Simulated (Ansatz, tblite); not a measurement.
**Ga4As4 wurtzite atom sphere (Ga4As4H14): spin-state energies by level**

Aim: set other spin states of Ga4As4 wurtzite atom sphere (Ga4As4H14) against its singlet, on many levels of theory.

Computed with Ansatz 0.2.0, Gaussian basis. Level: as each input shows.

The runs, in order: triplet, at the geometry of the singlet (GFN1-xTB, GFN2-xTB, PBE0-D4/def2-TZVP, PBE-D4/def2-TZVP); the singlet's energies come from earlier runs.

## Step 1: The relaxed structure

The singlet was relaxed beforehand with PBE-D4/def2-SVP.

22 atoms, charge 0, spin multiplicity 1.

Bond lengths: Ga1–As2 2.576 Å, Ga1–As4 2.489 Å, Ga1–H9 1.578 Å, Ga1–H10 1.578 Å, As2–Ga6 2.487 Å, As2–H11 1.526 Å, As2–H12 1.526 Å, Ga3–As4 2.489 Å, Ga3–As5 2.576 Å, Ga3–H13 1.578 Å, Ga3–H14 1.578 Å, As4–Ga7 2.489 Å, As4–H15 1.528 Å, As5–Ga6 2.487 Å, As5–H16 1.526 Å, As5–H17 1.526 Å, Ga6–As8 2.487 Å, Ga6–H18 1.574 Å and more. Angles: As2–Ga1–As4 97.0°, As2–Ga1–H9 103.1°, As2–Ga1–H10 103.1°, As4–Ga1–H9 111.6°, As4–Ga1–H10 111.6°, H9–Ga1–H10 125.4°, Ga1–As2–Ga6 122.9°, Ga1–As2–H11 112.3°, Ga1–As2–H12 112.3°, Ga6–As2–H11 104.6°, Ga6–As2–H12 104.6°, H11–As2–H12 96.7°, As4–Ga3–As5 97.0°, As4–Ga3–H13 111.6°, As4–Ga3–H14 111.6°, As5–Ga3–H13 103.0°, As5–Ga3–H14 103.2°, H13–Ga3–H14 125.4° and more.

As a file:

```xyz
22

Ga   -2.1117   -1.2136   -1.4337
As   -1.9028   -1.0992    1.1317
Ga    2.1041   -1.2243   -1.4380
As   -0.0013   -0.0045   -1.9626
As    1.9089   -1.0973    1.1277
Ga    0.0038    0.0059    2.2853
Ga    0.0027    2.4299   -1.4442
As   -0.0004    2.2044    1.1222
H    -1.9887   -2.7580   -1.7345
H    -3.3805   -0.3220   -1.7281
H    -1.9992   -2.4756    1.7824
H    -3.1452   -0.5043    1.7873
H     1.9677   -2.7696   -1.7289
H     3.3775   -0.3441   -1.7455
H    -0.0026   -0.0076   -3.4908
H     2.0101   -2.4717    1.7818
H     3.1531   -0.4987    1.7765
H     0.0052    0.0089    3.8590
H    -1.3988    3.0899   -1.7468
H     1.4067    3.0859   -1.7434
H    -1.1443    2.9787    1.7694
H     1.1357    2.9869    1.7735
```

## Step 2: Triplet at the fixed geometry, GFN1-xTB

Tight binding, by tblite at 300 K electronic temperature and without a spin-polarisation term:

```python
tblite.interface.Calculator('GFN1-xTB', numbers, positions, charge=0, uhf=2).singlepoint()
```

Energy -605.6242 eV; 0.086 s.

## Step 3: Triplet at the fixed geometry, GFN2-xTB

Tight binding, by tblite at 300 K electronic temperature and without a spin-polarisation term:

```python
tblite.interface.Calculator('GFN2-xTB', numbers, positions, charge=0, uhf=2).singlepoint()
```

Energy -576.1594 eV; 0.082 s.

## Step 4: Triplet at the fixed geometry, PBE0-D4/def2-TZVP

Input file in.yaml:

```yaml
crystal:
  periodic: [false, false, false]
  atoms:
    - {symbol: Ga, position_ang: [-2.111748, -1.213564, -1.433691]}
    - {symbol: As, position_ang: [-1.902800, -1.099157, 1.131671]}
    - {symbol: Ga, position_ang: [2.104061, -1.224276, -1.437958]}
    - {symbol: As, position_ang: [-0.001330, -0.004547, -1.962647]}
    - {symbol: As, position_ang: [1.908920, -1.097250, 1.127697]}
    - {symbol: Ga, position_ang: [0.003832, 0.005933, 2.285254]}
    - {symbol: Ga, position_ang: [0.002680, 2.429884, -1.444215]}
    - {symbol: As, position_ang: [-0.000360, 2.204400, 1.122155]}
    - {symbol: H, position_ang: [-1.988744, -2.758039, -1.734516]}
    - {symbol: H, position_ang: [-3.380493, -0.322010, -1.728107]}
    - {symbol: H, position_ang: [-1.999217, -2.475558, 1.782381]}
    - {symbol: H, position_ang: [-3.145218, -0.504317, 1.787275]}
    - {symbol: H, position_ang: [1.967720, -2.769610, -1.728933]}
    - {symbol: H, position_ang: [3.377484, -0.344095, -1.745543]}
    - {symbol: H, position_ang: [-0.002646, -0.007582, -3.490848]}
    - {symbol: H, position_ang: [2.010123, -2.471679, 1.781850]}
    - {symbol: H, position_ang: [3.153140, -0.498742, 1.776483]}
    - {symbol: H, position_ang: [0.005210, 0.008891, 3.859033]}
    - {symbol: H, position_ang: [-1.398765, 3.089868, -1.746783]}
    - {symbol: H, position_ang: [1.406716, 3.085863, -1.743420]}
    - {symbol: H, position_ang: [-1.144311, 2.978727, 1.769415]}
    - {symbol: H, position_ang: [1.135747, 2.986870, 1.773458]}
basis:
  gaussian: {orbitals: def2-TZVP, fitting: {mean_field: def2-universal-jkfit}}
magnetization: {spin_polarized: true, initial_magnetization: 2}
hamiltonian: {xc: pbe0, dispersion: d4}
scf: {omitted_lower_state_checks: [starts]}
output: {orbitals: {seedname: orbitals}}
```

The run is started by

```sh
$ ansatz run in.yaml --threads 2 --pin off --events-out ev --progress --plain --max-ram 32768MiB --backend cuda --devices 0, --max-vram 18GiB
```

Standard output:

```text
Functional definition: PBE0
  name "PBE0"
  cite "Adamo & Barone, J. Chem. Phys. 110, 6158 (1999) doi:10.1063/1.478522"
  cite "Perdew, Burke & Ernzerhof, Phys. Rev. Lett. 77, 3865 (1996) doi:10.1103/PhysRevLett.77.3865"
  parent pbe
  parameter a = 0.25
  parameter kappa = 0.804
  parameter beta = 0.06672455060314922
  exchange = (1 - a)*pbe_x(kappa = kappa, mu = beta*pi^2/3) + a*exact_x
  correlation = pbe_c(beta = beta)
these checks for a lower state are left out or cut short: starts
2380 factors; integrals over basis functions are off by at most 6.3e-1 eV
mean field evaluation 1: about -453043.5765 eV, gradient 3.4e1 eV
mean field evaluation 2: about -453039.2437 eV, gradient 4.7e1 eV
mean field evaluation 4: about -453046.2133 eV, gradient 7.5e0 eV
mean field evaluation 8: about -453046.7156 eV, gradient 7.4e-1 eV
mean field evaluation 16: about -453046.7713 eV, gradient 7.1e-2 eV
mean field evaluation 32: about -453046.7735 eV, gradient 4.5e-2 eV
mean field -453046.77408577 eV, -16649.1618615192 hartree, gradient 6.0e-6 eV, S^2 2.006663; 0 other end points of the search recorded, 0 dependent functions left out
reference -453046.77414589 eV, -16649.1618637286 hartree; 136, 134 occupied and 332, 334 virtual orbitals, 2380 factors
Total energy: -453047.85461957 eV, -16649.2015704039 hartree
Checks for a lower state left out: starts
```

Wall time 20 s (1 × H100 (card shared with other runs) with 2 threads of AMD EPYC 7R13, shared host); peak host memory 1.1 GiB.

Report: HOMO -2.30 eV, LUMO -5.95 eV (over both spins; with the spin held, an empty level of the minority spin lies below the top filled one); ⟨S²⟩ 2.007 (pure: 2.00).

## Step 5: Triplet at the fixed geometry, PBE-D4/def2-TZVP

start.molden holds the orbitals of an earlier run on this state, given as this run's starting guess.

Changes to in.yaml since step 4:

```diff
@@ -26,5 +26,5 @@
 basis:
-  gaussian: {orbitals: def2-TZVP, fitting: {mean_field: def2-universal-jkfit}}
+  gaussian: {orbitals: def2-TZVP, fitting: {mean_field: def2-universal-jkfit}, initial_orbitals: start.molden}
 magnetization: {spin_polarized: true, initial_magnetization: 2}
-hamiltonian: {xc: pbe0, dispersion: d4}
+hamiltonian: {xc: pbe, dispersion: d4}
 scf: {omitted_lower_state_checks: [starts]}
```

Launched as before.

Standard output:

```text
Functional definition: PBE
  name "PBE"
  cite "Perdew, Burke & Ernzerhof, Phys. Rev. Lett. 77, 3865 (1996) doi:10.1103/PhysRevLett.77.3865"
  parent pbe
  parameter kappa = 0.804
  parameter beta = 0.06672455060314922
  exchange = pbe_x(kappa = kappa, mu = beta*pi^2/3)
  correlation = pbe_c(beta = beta)
these checks for a lower state are left out or cut short: starts
2380 factors; integrals over basis functions are off by at most 6.3e-1 eV
mean field evaluation 1: about -453034.7826 eV, gradient 1.6e1 eV
mean field evaluation 2: about -453035.2433 eV, gradient 6.3e-1 eV
mean field evaluation 4: about -453035.3030 eV, gradient 8.3e-2 eV
mean field evaluation 8: about -453035.3023 eV, gradient 2.5e-3 eV
mean field evaluation 16: about -453035.3024 eV, gradient 9.1e-4 eV
mean field -453035.30238764 eV, -16648.7402843886 hartree, gradient 3.0e-6 eV, S^2 2.002442; 0 other end points of the search recorded, 0 dependent functions left out
reference -453035.30246953 eV, -16648.7402873980 hartree; 136, 134 occupied and 332, 334 virtual orbitals, 2380 factors
Total energy: -453036.50958025 eV, -16648.7846478989 hartree
Checks for a lower state left out: starts
```

It took 19 s on 1 × H100 (card shared with other runs) with 2 threads of AMD EPYC 7R13, shared host; peak host memory 1.1 GiB.

Report: HOMO -1.95 eV, LUMO -6.46 eV (over both spins; with the spin held, an empty level of the minority spin lies below the top filled one); ⟨S²⟩ 2.002 (pure: 2.00).

## Step 6: Triplet less singlet, vertical

The singlet's energies are those of its earlier runs, whose logs aren't repeated here.

```tsv
level	triplet less singlet, vertical (kcal/mol)	time
GFN1-xTB	+107.5	0.13 s
GFN2-xTB	+103.3	0.12 s
PBE-D4/def2-TZVP	+104.4	30 s
PBE0-D4/def2-TZVP	+117.2	31 s
```

Times add the two runs; a level without a time comes out of a correlated run. Tight binding without a spin term can't rank spin states.

## Step 7: What came out

| quantity | value |
| --- | --- |
| triplet less singlet, vertical, functionals in def2-TZVP | +104.4 (PBE-D4) to +117.2 kcal/mol (PBE0-D4) |

What this shows: All functionals put the triplet above the singlet, over a spread of 12.8 kcal/mol. The checks for a lower triplet were left out, so another state of that spin may lie lower. These are electronic energies, without zero-point motion, entropy or surroundings.
